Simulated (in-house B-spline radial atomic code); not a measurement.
# Lu⁶⁺: excited configurations

Wanted: excitation energies of Lu⁶⁺ as differences of total energies (ΔSCF).

Method: Dirac-Hartree-Fock, average of configuration, Fermi nucleus, basis-set limit. Code: in-house B-spline radial atomic code version 1.

## (1) Starting point

- element: lutetium (Z = 71)
- charge: +6
- electrons: 65
- configuration: [Kr] 4d10 4f13 5s2 5p4
- Hamiltonian: Dirac-Coulomb
- nucleus: Fermi, rms radius 5.370 fm

The outer shells:

[Kr] 4d10 4f13 5s2 5p4
```
[Kr] core
4d [↑↓][↑↓][↑↓][↑↓][↑↓]
4f [↑↓][↑↓][↑↓][↑↓][↑↓][↑↓][↑ ]
5s [↑↓]
5p [↑↓][↑ ][↑ ]
```

The boxes draw the filling by Hund's rule, which heavy ions in jj coupling don't follow; these runs average over all states of the configuration.

Settings, as recorded:

```ini
Z = 71
electrons = 65.0
configuration = [Kr] 4d10 4f13 5s2 5p4
hamiltonian = dirac
method = hf
spin_polarised = False
nucleus = fermi
rms_radius = 5.37
mass_number = 175
atomic_mass = 174.940777211
speed_of_light = 137.035999084
```

The reference is known from an earlier run: -14562.966682 hartree in all. Up to eight levels, counted from the top:

```
orbital  occupation  energy (eV)  <r> (bohr)
  4p3/2           4      -471.61      0.5168
  4d3/2           4      -314.42      0.5398
  4d5/2           6      -304.00      0.5509
  5s1/2           2      -150.04       1.132
  5p1/2     1.33333      -121.01       1.226
  5p3/2     2.66667      -112.38       1.302
  4f5/2     5.57143      -109.40      0.6503
  4f7/2     7.42857      -107.66      0.6593
```

## (2) Run with [Kr] 4d10 4f12 5s2 5p5

Settings, as recorded:

```ini
Z = 71
electrons = 65.0
configuration = [Kr] 4d10 4f12 5s2 5p5
hamiltonian = dirac
method = hf
spin_polarised = False
nucleus = fermi
rms_radius = 5.37
mass_number = 175
atomic_mass = 174.940777211
speed_of_light = 137.035999084
```

## (3) Configuration [Kr] 4d9 4f14 5s2 5p4

Changes to the settings of step 2:

```diff
@@ -2,3 +2,3 @@
 electrons = 65.0
-configuration = [Kr] 4d10 4f12 5s2 5p5
+configuration = [Kr] 4d9 4f14 5s2 5p4
 hamiltonian = dirac
```

## (4) Run with [Kr] 4d10 4f12 5s2 5p4 8d1

Changes to the settings of step 3:

```diff
@@ -2,3 +2,3 @@
 electrons = 65.0
-configuration = [Kr] 4d9 4f14 5s2 5p4
+configuration = [Kr] 4d10 4f12 5s2 5p4 8d1
 hamiltonian = dirac
```

## (5) Run with [Kr] 4d9 4f13 5s2 5p4 5g1

Changes to the settings of step 4:

```diff
@@ -2,3 +2,3 @@
 electrons = 65.0
-configuration = [Kr] 4d10 4f12 5s2 5p4 8d1
+configuration = [Kr] 4d9 4f13 5s2 5p4 5g1
 hamiltonian = dirac
```

## (6) Run with [Kr] 4d9 4f13 5s2 5p5

Changes to the settings of step 5:

```diff
@@ -2,3 +2,3 @@
 electrons = 65.0
-configuration = [Kr] 4d9 4f13 5s2 5p4 5g1
+configuration = [Kr] 4d9 4f13 5s2 5p5
 hamiltonian = dirac
```

## (7) Configuration [Kr] 4d9 4f13 5s2 5p4 5d1

Changes to the settings of step 6:

```diff
@@ -2,3 +2,3 @@
 electrons = 65.0
-configuration = [Kr] 4d9 4f13 5s2 5p5
+configuration = [Kr] 4d9 4f13 5s2 5p4 5d1
 hamiltonian = dirac
```

How far above the reference does each configuration lie (order and size, in eV)?

As calculated:

| net move | configuration | energy above the reference (eV) | with Breit, QED, recoil (eV) | largest <r> (bohr) |
| --- | --- | --- | --- | --- |
| 4f → 5p | [Kr] 4d10 4f12 5s2 5p5 | -14.304 | -14.033 | 1.29 |
| 4f → 8d | [Kr] 4d10 4f12 5s2 5p4 8d1 | 85.043 | 85.187 | 7.76 |
| 4d → 5p | [Kr] 4d9 4f13 5s2 5p5 | 183.51 | 183.43 | 1.28 |
| 4d → 4f | [Kr] 4d9 4f14 5s2 5p4 | 197.57 | 197.22 | 1.30 |
| 4d → 5d | [Kr] 4d9 4f13 5s2 5p4 5d1 | 225.50 | 225.30 | 1.61 |
| 4d → 5g | [Kr] 4d9 4f13 5s2 5p4 5g1 | 273.91 | 273.70 | 3.86 |

What this shows: At the bottom stands 4f → 5p (-14.304 eV), at the top 4d → 5g (273.91 eV). A negative value (4f → 5p) means that this method puts that configuration under the reference. 4 of them lie more than 2 % above the ionisation threshold that Koopmans' theorem gives (107.66 eV), where such states can decay by emitting an electron. Two partly filled shells share a symmetry and can mix in the average, which may lower the energy, for: 4d → 5d. These are averages over configurations, without correlation, not spectroscopic levels.
